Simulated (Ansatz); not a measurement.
**GaH2O (sextet): the correlation ladder, cc-pVTZ**

An exercise on one series of results from a longer session: the logs are not shown, and one member is left open.

The runs use Ansatz 0.2.0, Gaussian basis; cc-pVTZ, core rule «outside noble gas», up to 15 orbitals frozen.

The runs, in order: UHF; CCSD(T) on ROHF; CCSD(T) on UHF; BCCD(T) on ROHF; CCSDT(Q) on ROHF; CCSDT(Q) on UHF.

13 further runs of the same task are left out: 10 for a known fault of the program, 3 set aside as unsound or not needed.

## The geometry

The geometry is a PBE0/def2-TZVP stationary point (not a proven minimum) of the parent state, kept for this charge and spin. No spin-orbit coupling is included. The filled d shell of Ga may be among the frozen orbitals whatever the setting's name suggests; the logs give the count.

4 atoms, charge 0, spin multiplicity 6.

Atoms are counted from 1 here; the program's logs count them from 0.

Bond lengths: O1–Ga2 1.930 Å, O1–H3 0.969 Å, Ga2–H4 1.758 Å. Angles: Ga2–O1–H3 105.4°, O1–Ga2–H4 67.0°.

The first run:

Input file in.yaml:

```yaml
crystal:
  periodic: [false, false, false]
  atoms:
    - {symbol: O, position_ang: [-0.101302, 0.071000, 1.540263]}
    - {symbol: Ga, position_ang: [0.013370, 0.008775, -0.385321]}
    - {symbol: H, position_ang: [0.786965, -0.148596, 1.857862]}
    - {symbol: H, position_ang: [-0.103809, -1.585405, 0.347088]}
basis:
  gaussian: {orbitals: cc-pVTZ}
magnetization: {spin_polarized: true, initial_magnetization: 5}
hamiltonian: {xc: hf}
output: {orbitals: {seedname: orbitals}}
```

Launch:

```
> ansatz run in.yaml --threads 1 --pin off --events-out ev --progress --plain --max-ram 2816MiB --backend cpu
```

Steps of the session up to this table: UHF; CCSD(T) on ROHF; CCSD(T) on UHF; BCCD(T) on ROHF; CCSDT(Q) on ROHF; CCSDT(Q) on UHF.

One table of the session follows, with a row left open; its other results are not shown here.

| method | from RCCSDT(Q) (kJ/mol) |
| --- | --- |
| ROHF | +687.0 |
| UHF | +665.4 |
| RMP2 | +78.0 |
| UMP2 | +75.0 |
| RCCSD | +23.5 |
| UCCSD | ? |
| RCCSD(T) | +3.1 |
| UCCSD(T) | -0.3 |
| BCCD(T) | +2.8 |
| RCCSDT | +0.8 |
| UCCSDT | -2.6 |
| RCCSDT(Q) | 0 |
| UCCSDT(Q) | -3.4 |

Q: Estimate the row for UCCSD from the others.

As computed: from RCCSDT(Q) (kJ/mol): +19.6. In the column «from RCCSDT(Q) (kJ/mol)» it lies between RCCSD(T) (+3.1) and RCCSD (+23.5).

Limits of these values: Restricted and unrestricted rows rest on different reference determinants; where their highest levels disagree by more than a few hundredths of an eV, they describe different states and don't form one ladder.
